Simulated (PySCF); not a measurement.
# UMP2/STO-3G run of BHBr (SMILES [BH]Br)

What is the vertical ionisation energy of BHBr at UMP2/STO-3G? 

The calculation is run with PySCF 2.14.0.

14 further runs of the same task are left out: 4 that didn't finish, 10 set aside as unsound or not needed.

## Step 1: The molecule

BHBr has 3 atoms, charge 0, and is taken as a doublet. SMILES: `[BH]Br`. Geometry: relaxed at PBE0-D4/def2-TZVP.

Bond lengths: B1–Br2 1.868 Å, B1–H3 1.193 Å. Angles: Br2–B1–H3 123.6°.

## Step 2: The energy at UMP2/STO-3G

mol.xyz reads:

```xyz
3
BBrH
B     -0.094500    -0.523000    -0.115700
Br     1.181000     0.563200     0.709800
H     -1.097400    -0.105000    -0.607300
```

calc.py reads:

```python
# [BH]Br
from pyscf import gto, mp

system = gto.M(
    atom='mol.xyz',
    verbose=4,
    spin=1,
    max_memory=1860,
    basis='sto-3g',
)

mf = system.UHF()
mf.conv_tol = 1e-10
mf.kernel()
if not mf.converged:
    mf = mf.newton().run(mf.mo_coeff, mf.mo_occ)

pt = mp.MP2(mf, frozen=10).run()
e_tot = pt.e_tot
print('E(%s) = %.9f' % ('MP2', e_tot))
```

Run with:

```
OMP_NUM_THREADS=1 python calc.py
```

The program printed:

```text
PySCF version 2.14.0

[INPUT] num. atoms = 3
[INPUT] num. electrons = 41
[INPUT] charge = 0
[INPUT] spin (= nelec alpha-beta = 2S) = 1
[INPUT] symmetry False subgroup None
[INPUT] Mole.unit = angstrom
[INPUT] Symbol           X                Y                Z      unit          X                Y                Z       unit  Magmom
[INPUT]  1 B     -0.094500000000  -0.523000000000  -0.115700000000 AA   -0.178579118771  -0.988326763148  -0.218641312612 Bohr   0.0
[INPUT]  2 Br     1.181000000000   0.563200000000   0.709800000000 AA    2.231766553111   1.064293753355   1.341327603216 Bohr   0.0
[INPUT]  3 H     -1.097400000000  -0.105000000000  -0.607300000000 AA   -2.073785449098  -0.198421243079  -1.147630675448 Bohr   0.0

nuclear repulsion = 58.6237283812187
number of shells = 12
number of NR pGTOs = 72
number of NR cGTOs = 24
basis = sto-3g
ecp = {}

******** <class 'pyscf.scf.uhf.UHF'> ********
method = UHF
initial guess = minao
damping factor = 0
level_shift factor = 0
DIIS = <class 'pyscf.scf.diis.CDIIS'>
diis_start_cycle = 1
diis_space = 8
diis_damp = 0
SCF conv_tol = 1e-10
SCF conv_tol_grad = None
SCF max_cycles = 50
direct_scf = True
direct_scf_tol = 1e-13
number electrons alpha = 21  beta = 20
Set gradient conv threshold to 1e-05
init E= -2565.80233703563
[... the frontier-level lines of each cycle are left out ...]

cycle= 1 E= -2569.47374402342  delta_E= -3.67  |g|= 0.248  |ddm|= 1.49
cycle= 2 E= -2569.55140234962  delta_E= -0.0777  |g|= 0.0718  |ddm|= 0.681
cycle= 3 E= -2569.55910049085  delta_E= -0.0077  |g|= 0.032  |ddm|= 0.174
cycle= 4 E= -2569.5614557534  delta_E= -0.00236  |g|= 0.0108  |ddm|= 0.133
cycle= 5 E= -2569.5617387041  delta_E= -0.000283  |g|= 0.00396  |ddm|= 0.0447
cycle= 6 E= -2569.56177459876  delta_E= -3.59e-05  |g|= 0.000827  |ddm|= 0.0184
cycle= 7 E= -2569.56177599174  delta_E= -1.39e-06  |g|= 0.0002  |ddm|= 0.00299
cycle= 8 E= -2569.56177608165  delta_E= -8.99e-08  |g|= 3.14e-05  |ddm|= 0.000897
cycle= 9 E= -2569.56177608398  delta_E= -2.33e-09  |g|= 8.28e-06  |ddm|= 0.000127
cycle= 10 E= -2569.56177608419  delta_E= -2.1e-10  |g|= 2.16e-06  |ddm|= 3.92e-05
cycle= 11 E= -2569.5617760842  delta_E= -1e-11  |g|= 5.39e-07  |ddm|= 1.09e-05
Extra cycle  E= -2569.5617760842  delta_E= 9.09e-13  |g|= 2.97e-07  |ddm|= 1.37e-06
converged SCF energy = -2569.5617760842  <S^2> = 0.75357332  2S+1 = 2.0035701

******** <class 'pyscf.mp.ump2.UMP2'> ********
nocc = (np.int64(11), np.int64(10)), nmo = (14, 14)
frozen orbitals 10
E(UMP2) = -2569.59532797514  E_corr = -0.0335518909395321
E(SCS-UMP2) = -2569.59777211438  E_corr = -0.0359960301789145
E_corr(same-spin) = -0.00492258340214312
E_corr(oppo-spin) = -0.028629307537389
E(MP2) = -2569.595327975
```

Run time: 1.2 s. Hardware: 1 thread of Arm Neoverse N1, shared host; peak memory 0.12 GiB.

## Step 3: The singlet cation at the same level

input.py reads:

```python
from pyscf import gto, mp

molecule = gto.M(
    atom='''
B       -0.094500      -0.523000      -0.115700
Br       1.181000       0.563200       0.709800
H       -1.097400      -0.105000      -0.607300
''',
    verbose=4,
    basis='sto-3g',
    charge=1,
    spin=0,
    max_memory=1860,
)

mf = molecule.RHF()
mf.conv_tol = 1e-10
mf.kernel()
if not mf.converged:
    mf = mf.newton().run(mf.mo_coeff, mf.mo_occ)

pt = mp.MP2(mf, frozen=10).run()
etot = pt.e_tot
print('E = %.10f Eh' % etot)
```

Run with:

```
OMP_NUM_THREADS=1 python input.py
```

The program printed:

```text
PySCF version 2.14.0

[INPUT] num. atoms = 3
[INPUT] num. electrons = 40
[INPUT] charge = 1
[INPUT] spin (= nelec alpha-beta = 2S) = 0
[INPUT] symmetry False subgroup None
[INPUT] Mole.unit = angstrom
[INPUT] Symbol           X                Y                Z      unit          X                Y                Z       unit  Magmom
[INPUT]  1 B     -0.094500000000  -0.523000000000  -0.115700000000 AA   -0.178579118771  -0.988326763148  -0.218641312612 Bohr   0.0
[INPUT]  2 Br     1.181000000000   0.563200000000   0.709800000000 AA    2.231766553111   1.064293753355   1.341327603216 Bohr   0.0
[INPUT]  3 H     -1.097400000000  -0.105000000000  -0.607300000000 AA   -2.073785449098  -0.198421243079  -1.147630675448 Bohr   0.0

nuclear repulsion = 58.6237283812187
number of shells = 12
number of NR pGTOs = 72
number of NR cGTOs = 24
basis = sto-3g
ecp = {}

******** <class 'pyscf.scf.hf.RHF'> ********
method = RHF
initial guess = minao
damping factor = 0
level_shift factor = 0
DIIS = <class 'pyscf.scf.diis.CDIIS'>
diis_start_cycle = 1
diis_space = 8
diis_damp = 0
SCF conv_tol = 1e-10
SCF conv_tol_grad = None
SCF max_cycles = 50
direct_scf = True
direct_scf_tol = 1e-13
Set gradient conv threshold to 1e-05
Initial guess from minao.
init E= -2565.80233703563
  HOMO = -0.542124079207462  LUMO = -0.0979465990286038  gap/eV = 12.08668
cycle= 1 E= -2569.12686490491  delta_E= -3.32  |g|= 0.536  |ddm|= 1.92
  HOMO = -0.574856288064463  LUMO = -0.332380568857531  gap/eV = 6.59810
cycle= 2 E= -2569.2018583125  delta_E= -0.075  |g|= 0.511  |ddm|= 1.88
  HOMO = -0.638880731486151  LUMO = -0.221684827192291  gap/eV = 11.35248
cycle= 3 E= -2569.3077530168  delta_E= -0.106  |g|= 0.0525  |ddm|= 0.813
  HOMO = -0.656790224855114  LUMO = -0.19984041548497  gap/eV = 12.43424
cycle= 4 E= -2569.30993520096  delta_E= -0.00218  |g|= 0.013  |ddm|= 0.134
  HOMO = -0.652291094691191  LUMO = -0.205375488458906  gap/eV = 12.16119
cycle= 5 E= -2569.31012448239  delta_E= -0.000189  |g|= 0.00566  |ddm|= 0.0393
  HOMO = -0.650680396119883  LUMO = -0.2065128259406  gap/eV = 12.08642
cycle= 6 E= -2569.31017723429  delta_E= -5.28e-05  |g|= 0.000733  |ddm|= 0.032
  HOMO = -0.650911912133894  LUMO = -0.206581242444588  gap/eV = 12.09085
cycle= 7 E= -2569.31017810079  delta_E= -8.67e-07  |g|= 0.000166  |ddm|= 0.00375
  HOMO = -0.650948064983602  LUMO = -0.206545596966719  gap/eV = 12.09281
cycle= 8 E= -2569.31017813611  delta_E= -3.53e-08  |g|= 4.68e-05  |ddm|= 0.000622
  HOMO = -0.650962707565908  LUMO = -0.206530314153328  gap/eV = 12.09362
cycle= 9 E= -2569.31017813941  delta_E= -3.3e-09  |g|= 7.58e-06  |ddm|= 0.000229
  HOMO = -0.650961945095694  LUMO = -0.206530188336116  gap/eV = 12.09360
cycle= 10 E= -2569.31017813951  delta_E= -1.06e-10  |g|= 2.77e-06  |ddm|= 3.62e-05
  HOMO = -0.65096228545699  LUMO = -0.206529879203261  gap/eV = 12.09362
cycle= 11 E= -2569.31017813953  delta_E= -1.73e-11  |g|= 8.52e-07  |ddm|= 1.69e-05
  HOMO = -0.650962241931684  LUMO = -0.206529875039761  gap/eV = 12.09362
Extra cycle  E= -2569.31017813953  delta_E= -9.09e-13  |g|= 4.86e-07  |ddm|= 2.5e-06
converged SCF energy = -2569.31017813953

******** <class 'pyscf.mp.mp2.RMP2'> ********
nocc = 10, nmo = 14
frozen orbitals 10
E(RMP2) = -2569.3775437148  E_corr = -0.0673655752672422
E(SCS-RMP2) = -2569.37888775561  E_corr = -0.0687096160827492
E_corr(same-spin) = -0.0139950856591632
E_corr(oppo-spin) = -0.053370489608079
E = -2569.3775437148 Eh
```

Run time: 1.1 s. Hardware: 1 thread of Arm Neoverse N1, shared host; peak memory 0.12 GiB.

## Step 4: What came out

At UMP2/STO-3G, 10 core orbitals frozen:

```
                                                                quantity           value
                                              doublet BHBr: total energy  -2569.59533 Eh
                      doublet BHBr: dipole moment (Hartree–Fock density)          0.93 D
doublet BHBr: HOMO energy (Hartree–Fock orbitals) (highest over α and β)        -7.23 eV
 doublet BHBr: LUMO energy (Hartree–Fock orbitals) (lowest over α and β)         5.88 eV
              doublet BHBr: correlation energy (10 core orbitals frozen)       -33.6 mEh
                         doublet BHBr: ⟨S²⟩ of the reference determinant           0.754
                                            singlet cation: total energy  -2569.37754 Eh
                     singlet cation: HOMO energy (Hartree–Fock orbitals)       -17.71 eV
                     singlet cation: LUMO energy (Hartree–Fock orbitals)        -5.62 eV
                   singlet cation: HOMO–LUMO gap (Hartree–Fock orbitals)        12.09 eV
            singlet cation: correlation energy (10 core orbitals frozen)       -67.4 mEh
                      vertical ionisation energy (to the singlet cation)        5.926 eV
```

What this shows: The vertical ionisation energy comes to 5.93 eV (137 kcal/mol). Only the singlet of the ionised species was computed; a triplet could lie lower. In a minimal basis such a difference can be off by several eV, whatever the method. Mulliken charges (doublet BHBr) of the mean-field density run from -0.08 on Br2 to +0.14 on B1. Mulliken charges (singlet cation) of the mean-field density run from +0.13 on H3 to +0.50 on B1; they depend strongly on the basis.
